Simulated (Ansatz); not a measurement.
# Al2Pt: further runs on the relaxed cell

The task here is to estimate one member of a computed series from the others.

Computed with Ansatz 0.2.0 (DFT PBE, scalar-relativistic, plane waves, PAW, unless a step's input says otherwise).

1 further run of the same task is left out (set aside as unsound or not needed).

## The structure to begin with

It takes space group Fm-3m (No. 225, cubic). Conventional cell: a = 5.946 Å, b = 5.946 Å, c = 5.946 Å, α = 90.00°, β = 90.00°, γ = 90.00°. Al (site symmetry -43m) is surrounded by 4 Pt at 2.57 Å. Pt (site symmetry m-3m) has 8 Al at 2.57 Å as nearest neighbours.

Coordinates:

```cif
data_structure
_symmetry_space_group_name_H-M 'Fm-3m'
_symmetry_Int_Tables_number 225
_cell_length_a 5.9464
_cell_length_b 5.9464
_cell_length_c 5.9464
_cell_angle_alpha 90.000
_cell_angle_beta 90.000
_cell_angle_gamma 90.000
_cell_volume 210.26
loop_
_atom_site_label
_atom_site_type_symbol
_atom_site_symmetry_multiplicity
_atom_site_Wyckoff_symbol
_atom_site_fract_x
_atom_site_fract_y
_atom_site_fract_z
_atom_site_occupancy
Al1 Al 8 c 0.25000 0.75000 0.75000 1
Pt1 Pt 4 a 0.00000 0.00000 0.00000 1
```

It is the result of an earlier relaxation at this level (volume 17.52 Å³/atom; gap on the mesh: none (metal)).

The first run:

File input.yaml:

```yaml
crystal:
  lattice:
    - [0.0, 2.9732040958, 2.9732040958]
    - [2.9732040958, 0.0, 2.9732040958]
    - [2.9732040958, 2.9732040958, 0.0]
  atoms:
    - { symbol: Al, position: [0.25, 0.25, 0.25] }
    - { symbol: Al, position: [0.75, 0.75, 0.75] }
    - { symbol: Pt, position: [0.0, 0.0, 0.0] }
basis:
  ecutwfc: 420
kpoints:
  mp_grid: { grid: [12, 12, 12] }
  band_path:
    path:
      - [[0.0, 0.0, 0.0], [0.5, 0.0, 0.5], [0.625, 0.25, 0.625]]
      - [[0.375, 0.375, 0.75], [0.0, 0.0, 0.0], [0.5, 0.5, 0.5], [0.5, 0.25, 0.75], [0.5, 0.0, 0.5]]
    npoints: 14
hamiltonian:
  xc: pbe
scf:
  occupations: { method: gaussian, width: 0.1 }
  n_extra_bands: 7
output:
  forces: true
  stress: true
  eigenvalues: true
  populations: true
  dos: { projected: true, de: 0.02, nscf_kmesh: { grid: [18, 18, 18] } }
  bader: true
  write_density: true
  write_potential: true
  elf: true
  volumetric_format: npy
```

Launch:

```sh
ansatz run input.yaml --threads 1 --pin off --max-ram 2560MiB --backend cpu --events-out ev --progress --plain --runs-dir out
```

Among the steps run: Bands, states and charges; The cell as listed, for comparison; Point at V/V0 = 0.97; Volume × 1.03; Point at V/V0 = 0.94; The cell scaled to 1.06 of its volume; The cell scaled to 0.91 of its volume; The cell scaled to 1.10 of its volume; Point at V/V0 = 0.88.

One of the session's tables, all rows but one given; the rest of the session is left out.

It belongs to the step «Equation of state». 

```
volume (Å³/atom)  energy above the lowest point (meV/atom)  pressure (GPa)
          15.419                                     128.1           21.92
          15.945                                      67.8           15.02
          16.471                                      28.4            9.17
          16.996                                       6.7            4.20
          17.522                                       0.0           -0.02
          18.048                                       6.1           -3.60
          18.573                                         ?               ?
          19.274                                      59.6           -9.95
```

Q: Estimate the row for volume (Å³/atom) = 18.573 from the others.

Worked estimate for «energy above the lowest point (meV/atom)». A straight line through the neighbours (18.048, 6.1) and (19.274, 59.6) gives 6.1 + (59.6 − 6.1) × (18.573 − 18.048) / (19.274 − 18.048) = 29.0; a parabola fitted to 3 rows on both sides gives 22.3.

The run gave: energy above the lowest point (meV/atom): 23.0; pressure (GPa): -6.63. In «energy above the lowest point (meV/atom)» the line misses by +6.0 and the parabola by -0.7.
